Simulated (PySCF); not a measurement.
# C6H7O3−: excited states, first hyperpolarisability

Wanted: excited states, first hyperpolarisability for C6H7O3− (`COC(=O)/C=C\C=C/[O-]`).

Computed with PySCF 2.14.0 and routines of our own; the level stands in each step. Atoms count from 0.

## 1. The starting structure

16 atoms, charge -1, multiplicity 1; geometry from: GFN2-xTB.

## 2. Geometry optimisation at PBE0-D3(BJ)/def2-SVP

What the job is given:

```
{"job": {"xc": "PBE0", "basis": "def2-SVP", "d3": "d3bj", "grid": 2, "kind": "geom"}, "charge": -1, "multiplicity": 1}
C     -3.333642    -0.119687     0.027213
O     -2.194758     0.669141    -0.182535
C     -0.968791     0.059821     0.172268
O     -0.983832    -1.070430     0.640470
C      0.098925     0.937224    -0.095150
C      1.442366     0.687802     0.127775
C      2.030817    -0.448856     0.649223
C      3.419745    -0.560415     0.827902
O      4.300273     0.270517     0.573408
H     -3.255575    -0.663527     0.974030
H     -3.456443    -0.852916    -0.779441
H     -4.192670     0.552800     0.045794
H     -0.194311     1.890666    -0.514233
H      2.132468     1.483979    -0.138383
H      1.408982    -1.283078     0.933710
H      3.738846    -1.544098     1.261503
```

Started as:

```console
$ OMP_NUM_THREADS=1 python excited_run.py task.json out
```

The driver reads the jobs from task.json and runs them one after another.

Standard output:

```text
step   0  E = -457.71122299  max force = 0.018783
step   1  E = -457.71286641  max force = 0.003798
step   2  E = -457.71327932  max force = 0.003504
step   3  E = -457.71290387  max force = 0.006903
step   4  E = -457.71340691  max force = 0.001082
step   5  E = -457.71321277  max force = 0.004442
step   6  E = -457.71339171  max force = 0.002623
step   7  E = -457.71346097  max force = 0.000556
step   8  E = -457.71347659  max force = 0.001254
step   9  E = -457.71348403  max force = 0.000851
step  10  E = -457.71349130  max force = 0.000591
step  11  E = -457.71349129  max force = 0.000551
step  12  E = -457.71349604  max force = 0.000573
step  13  E = -457.71349824  max force = 0.000129
optimisation converged
```

It took 2.7 min on 1 thread of Intel Xeon Platinum 8488C, shared host; peak memory 0.76 GiB.

Relaxation path: (the energy doesn't fall at every step)

| step | energy from step 0 (eV) | largest force component (eV/Å) |
| --- | --- | --- |
| 0 | 0.0000 | 0.9659 |
| 1 | -0.0447 | 0.1953 |
| 2 | -0.0560 | 0.1802 |
| 3 | -0.0457 | 0.3550 |
| 4 | -0.0594 | 0.0556 |
| 5 | -0.0541 | 0.2284 |
| 6 | -0.0590 | 0.1349 |
| 7 | -0.0609 | 0.0286 |
| 8 | -0.0613 | 0.0645 |
| 9 | -0.0615 | 0.0438 |
| 10 | -0.0617 | 0.0304 |
| 11 | -0.0617 | 0.0283 |
| 12 | -0.0619 | 0.0295 |
| 13 | -0.0619 | 0.0066 |

Close pairs (by a distance rule), those that changed most:

| bond | before (Å) | after (Å) | change (Å) |
| --- | --- | --- | --- |
| O1–C2 | 1.414 | 1.391 | -0.023 |
| C6–C7 | 1.405 | 1.426 | +0.021 |
| C2–C4 | 1.408 | 1.426 | +0.018 |
| C6–H14 | 1.079 | 1.092 | +0.013 |
| C5–H13 | 1.087 | 1.099 | +0.013 |
| C5–C6 | 1.382 | 1.392 | +0.010 |
| C7–H15 | 1.121 | 1.132 | +0.010 |
| C4–H12 | 1.082 | 1.092 | +0.010 |

The next job starts from the end point, and lists it.

| at the end point | value |
| --- | --- |
| rotational constants (GHz, main isotopes) | 7.021, 0.627, 0.578 |

## 3. Excited states: TDA wB97X-D/def2-TZVP

What the job is given:

```
{"job": {"kind": "states", "xc": "wB97X-D", "basis": "def2-TZVP", "tda": true, "soc": true, "nstates": 6, "ntriplets": 5, "nquad": 4}, "charge": -1, "multiplicity": 1}
C     -3.340820    -0.086783     0.193761
O     -2.225654     0.718714    -0.039782
C     -1.003183     0.103042     0.207763
O     -0.994191    -1.057071     0.593950
C      0.083573     0.990112    -0.047422
C      1.428587     0.665045     0.111530
C      2.040036    -0.514280     0.529018
C      3.459777    -0.611892     0.617243
O      4.308273     0.246749     0.364854
H     -3.372353    -0.464872     1.230565
H     -3.363002    -0.972237    -0.466583
H     -4.230157     0.533022     0.001070
H     -0.186985     1.990790    -0.391235
H      2.146614     1.462303    -0.127524
H      1.432299    -1.381295     0.795351
H      3.811498    -1.628129     0.969577
```

Level: TDA wB97X-D/def2-TZVP excited states, vertical, gas phase, spin-orbit mean-field couplings.

Standard output:

```text
coarse grid: 14120 points
cycle   1  E = -458.2838755728  dE =  1.619e+00  |g| = 1.273e+00  |ddm| = 3.222e+00
cycle   2  E = -457.9867427992  dE =  2.971e-01  |g| = 1.870e+00  |ddm| = 5.670e+00
cycle   3  E = -458.5889388181  dE = -6.022e-01  |g| = 1.903e-01  |ddm| = 4.307e+00
cycle   4  E = -458.5953402440  dE = -6.401e-03  |g| = 8.641e-02  |ddm| = 2.501e-01
cycle   5  E = -458.5966187593  dE = -1.279e-03  |g| = 1.996e-02  |ddm| = 1.438e-01
cycle   6  E = -458.5967119244  dE = -9.317e-05  |g| = 6.949e-03  |ddm| = 2.873e-02
cycle   7  E = -458.5967277639  dE = -1.584e-05  |g| = 2.411e-03  |ddm| = 2.388e-02
cycle   8  E = -458.5967301159  dE = -2.352e-06  |g| = 1.043e-03  |ddm| = 9.967e-03
final grid: 138480 points
cycle   9  E = -458.5797388204  dE = -1.724e-04  |g| = 4.442e-03  |ddm| = 8.667e-02
cycle  10  E = -458.5797411934  dE = -2.373e-06  |g| = 3.239e-03  |ddm| = 1.106e-02
cycle  11  E = -458.5797430259  dE = -1.833e-06  |g| = 1.267e-03  |ddm| = 3.121e-03
cycle  12  E = -458.5797432832  dE = -2.573e-07  |g| = 4.936e-04  |ddm| = 1.373e-03
cycle  13  E = -458.5797433341  dE = -5.089e-08  |g| = 8.420e-05  |ddm| = 8.372e-04
cycle  14  E = -458.5797433367  dE = -2.565e-09  |g| = 4.695e-05  |ddm| = 3.111e-04
cycle  15  E = -458.5797433374  dE = -7.577e-10  |g| = 1.336e-05  |ddm| = 1.716e-04
converged SCF energy = -458.5797433374

Singlet excitations
state   eV       nm        f     d(h-e)  d(exc)  Lambda  PR(NTO)  |dmu|/D   mu/D   main configurations
  1   4.2630   290.8   0.94210   0.097   3.053   0.694   1.109    0.224    6.029   H->L 0.94
  2   4.3179   287.1   0.00033   1.554   2.997   0.369   1.004    4.499    1.720   H-1->L 0.89, H-1->L+3 0.09
  3   5.5197   224.6   0.00009   1.427   3.019   0.378   1.017    4.409   10.492   H-2->L 0.88, H-2->L+3 0.08
  4   6.0165   206.1   0.00642   1.120   3.879   0.270   1.033    4.397    5.722   H->L+2 0.69, H->L+1 0.17
  5   6.2076   199.7   0.00047   2.884   4.881   0.186   1.034                     H->L+1 0.62, H->L+2 0.19
  6   6.6686   185.9   0.00139   0.820   4.074   0.272   1.073                     H->L+6 0.63, H->L+5 0.23

Triplet excitations (Tamm-Dancoff)
state   eV     d(h-e)  d(exc)  Lambda  PR(NTO)   main configurations
  1   2.3630   0.092   3.031   0.706   1.018   H->L 0.98
  2   3.9632   1.442   2.907   0.367   1.004   H-1->L 0.86, H-1->L+3 0.11
  3   4.7721   0.312   2.521   0.717   1.954   H-3->L 0.58, H->L+3 0.34
  4   5.2021   1.297   2.919   0.378   1.019   H-2->L 0.85, H-2->L+3 0.11
  5   5.5327   0.163   3.205   0.695   1.968   H->L+3 0.47, H-3->L 0.36
S1 - T1 = 1.9000 eV

Spin-orbit couplings |<S|Hso|T>| (cm-1)
             T1       T2       T3       T4       T5
S0        0.027   45.118    0.108   46.432    0.154
S1        0.008   21.216    0.012   17.292    0.023
S2       20.638    0.208   20.742    5.134    3.577
S3       15.235    5.206   18.311    0.081    7.853
S4        1.972    0.075    2.535    0.176    2.019
S5        2.200    0.164    1.042    0.081    0.932
S6        5.048    0.285    4.264    0.092    3.657
T1 sublevels (cm-1): 0.000 0.000 0.006   radiative rates (1/s): 0.000333 0.00133 0.151
```

Wall time 86 s (1 thread of Intel Xeon Platinum 8488C, shared host); peak memory 1.3 GiB.

In short:

| quantity | value |
| --- | --- |
| S1 less T1 | 1.90 eV |

## 4. Excited states: TDDFT CAM-B3LYP/aug-cc-pVDZ

Settings changed since step 3:

```diff
@@ -1,2 +1,2 @@
-{"job": {"kind": "states", "xc": "wB97X-D", "basis": "def2-TZVP", "tda": true, "soc": true, "nstates": 6, "ntriplets": 5, "nquad": 4}, "charge": -1, "multiplicity": 1}
+{"job": {"kind": "states", "xc": "CAM-B3LYP", "basis": "aug-cc-pVDZ", "tpa": true, "nstates": 8, "nquad": 6, "ntriplets": 0}, "charge": -1, "multiplicity": 1}
 C     -3.340820    -0.086783     0.193761
```

With the program's defaults for keys left out, this is: TDDFT CAM-B3LYP/aug-cc-pVDZ excited states, vertical, gas phase, two-photon moments by quadratic response.

Standard output:

```text
coarse grid: 14120 points
cycle   1  E = -458.1059170380  dE =  1.610e+00  |g| = 1.189e+00  |ddm| = 2.301e+01
cycle   2  E = -457.6689734780  dE =  4.369e-01  |g| = 1.956e+00  |ddm| = 1.253e+01
cycle   3  E = -458.3857791343  dE = -7.168e-01  |g| = 2.281e-01  |ddm| = 9.281e+00
cycle   4  E = -458.3957859141  dE = -1.001e-02  |g| = 9.434e-02  |ddm| = 7.309e-01
cycle   5  E = -458.3974669318  dE = -1.681e-03  |g| = 2.097e-02  |ddm| = 2.834e-01
cycle   6  E = -458.3975656549  dE = -9.872e-05  |g| = 7.804e-03  |ddm| = 1.092e-01
cycle   7  E = -458.3975809819  dE = -1.533e-05  |g| = 3.378e-03  |ddm| = 4.702e-02
cycle   8  E = -458.3975838528  dE = -2.871e-06  |g| = 1.268e-03  |ddm| = 1.737e-02
final grid: 138480 points
cycle   9  E = -458.4176797615  dE = -2.052e-05  |g| = 4.060e-03  |ddm| = 2.789e-01
cycle  10  E = -458.4176783341  dE =  1.427e-06  |g| = 5.083e-03  |ddm| = 3.924e-02
cycle  11  E = -458.4176835695  dE = -5.235e-06  |g| = 9.122e-04  |ddm| = 1.410e-02
cycle  12  E = -458.4176837340  dE = -1.645e-07  |g| = 1.604e-04  |ddm| = 2.984e-03
cycle  13  E = -458.4176837393  dE = -5.305e-09  |g| = 1.075e-04  |ddm| = 1.370e-03
cycle  14  E = -458.4176837418  dE = -2.526e-09  |g| = 1.711e-05  |ddm| = 4.003e-04
cycle  15  E = -458.4176837420  dE = -1.486e-10  |g| = 7.526e-06  |ddm| = 1.832e-04
converged SCF energy = -458.4176837420

Singlet excitations
state   eV       nm        f     d(h-e)  d(exc)  Lambda  PR(NTO)  |dmu|/D   mu/D   delta(TPA)   sigma/GM   main configurations
  1   3.3522   369.9   0.00179   3.878   6.390   0.090   1.006   16.482   10.458      353.80      1.456   H->L 0.66, H->L+2 0.16, H->L+3 0.10
  2   3.6467   340.0   0.00153   3.013   6.402   0.110   1.006   12.915    8.082      135.47      0.660   H->L+1 0.36, H->L 0.26, H->L+2 0.18
  3   3.6585   338.9   0.00849   2.614   5.733   0.142   1.009   11.714   16.099      110.28      0.541   H->L+2 0.57, H->L+1 0.24
  4   3.7827   327.8   0.60884   0.229   3.425   0.600   1.163    0.706    5.833       24.80      0.130   H->L+6 0.87, H->L+4 0.09
  5   4.0852   303.5   0.00050   3.429   7.001   0.120   1.009   14.512    8.326       48.46      0.296   H->L+3 0.57, H->L+1 0.29
  6   4.2037   294.9   0.02644   4.618   6.628   0.176   1.014   19.566   13.830      443.93      2.874   H->L+4 0.84, H->L+6 0.10
  7   4.2418   292.3   0.00042   1.542   3.137   0.352   1.036                                            H-1->L+6 0.86
  8   4.2963   288.6   0.00020   1.179   5.938   0.136   1.045                                            H->L+5 0.88
```

Wall time 80 s (1 thread of Intel Xeon Platinum 8488C, shared host); peak memory 1.1 GiB.

## 5. First hyperpolarisability: quadratic response CAM-B3LYP/aug-cc-pVDZ

Settings changed since step 4:

```diff
@@ -1,2 +1,2 @@
-{"job": {"kind": "states", "xc": "CAM-B3LYP", "basis": "aug-cc-pVDZ", "tpa": true, "nstates": 8, "nquad": 6, "ntriplets": 0}, "charge": -1, "multiplicity": 1}
+{"job": {"kind": "beta", "xc": "CAM-B3LYP", "basis": "aug-cc-pVDZ"}, "charge": -1, "multiplicity": 1}
 C     -3.340820    -0.086783     0.193761
```

Level: quadratic response CAM-B3LYP/aug-cc-pVDZ first hyperpolarisability, Taylor convention, gas phase.

Standard output:

```text
coarse grid: 14120 points
cycle   1  E = -458.1059170380  dE =  1.610e+00  |g| = 1.189e+00  |ddm| = 2.301e+01
cycle   2  E = -457.6689734780  dE =  4.369e-01  |g| = 1.956e+00  |ddm| = 1.253e+01
cycle   3  E = -458.3857791343  dE = -7.168e-01  |g| = 2.281e-01  |ddm| = 9.281e+00
cycle   4  E = -458.3957859141  dE = -1.001e-02  |g| = 9.434e-02  |ddm| = 7.309e-01
cycle   5  E = -458.3974669318  dE = -1.681e-03  |g| = 2.097e-02  |ddm| = 2.834e-01
cycle   6  E = -458.3975656549  dE = -9.872e-05  |g| = 7.804e-03  |ddm| = 1.092e-01
cycle   7  E = -458.3975809819  dE = -1.533e-05  |g| = 3.378e-03  |ddm| = 4.702e-02
cycle   8  E = -458.3975838528  dE = -2.871e-06  |g| = 1.268e-03  |ddm| = 1.737e-02
final grid: 138480 points
cycle   9  E = -458.4176797615  dE = -2.052e-05  |g| = 4.060e-03  |ddm| = 2.789e-01
cycle  10  E = -458.4176783341  dE =  1.427e-06  |g| = 5.083e-03  |ddm| = 3.924e-02
cycle  11  E = -458.4176835695  dE = -5.235e-06  |g| = 9.122e-04  |ddm| = 1.410e-02
cycle  12  E = -458.4176837340  dE = -1.645e-07  |g| = 1.604e-04  |ddm| = 2.984e-03
cycle  13  E = -458.4176837393  dE = -5.305e-09  |g| = 1.075e-04  |ddm| = 1.370e-03
cycle  14  E = -458.4176837418  dE = -2.526e-09  |g| = 1.711e-05  |ddm| = 4.003e-04
cycle  15  E = -458.4176837420  dE = -1.486e-10  |g| = 7.526e-06  |ddm| = 1.832e-04
converged SCF energy = -458.4176837420

Lowest singlets (eV, f): 3.3522 0.0018  3.6467 0.0015  3.6585 0.0085

First hyperpolarisability (au)
process     nm      |vector|   parallel      HRS      DR
static         -      588.36      249.0     276.45    3.57
shg       1907.0      665.90     287.61     309.47   3.656
eope      1907.0      612.42     260.93          -       -
shg       1064.0      918.93     416.79      419.3   3.738
eope      1064.0      671.96     290.63          -       -
```

Run time: 64 s. Hardware: 1 thread of Intel Xeon Platinum 8488C, shared host; peak memory 1.2 GiB.

## 6. Summary of results

| quantity | value |
| --- | --- |
| rotational constants (main isotopes) | 7.02, 0.63, 0.58 GHz |
| S1 less T1 (step 3, TDA wB97X-D/def2-TZVP) | 1.90 eV |
| β vector (step 5, quadratic response CAM-B3LYP/aug-cc-pVDZ) | static 588, SHG 1907.0 nm 666, SHG 1064.0 nm 919 au |

**Reading.** Over 13 steps the energy fell by 0.062 eV; of the close pairs, O1–C2 changed most, 1.414 to 1.391 Å. No frequency check was run at this level, so the end point may be a saddle. For an anion in the gas phase, states above the energy of detachment are held by the basis alone, so excitations and responses hang on it. In step 3, the number of triplets below S1 is 2, and the largest singlet-triplet spin-orbit coupling is S0–T4, 46.43 cm⁻¹. β grows from 588 au (static) to 919 au for doubling at 1064.0 nm: normal dispersion, which grows as twice the photon energy moves toward the bright states.
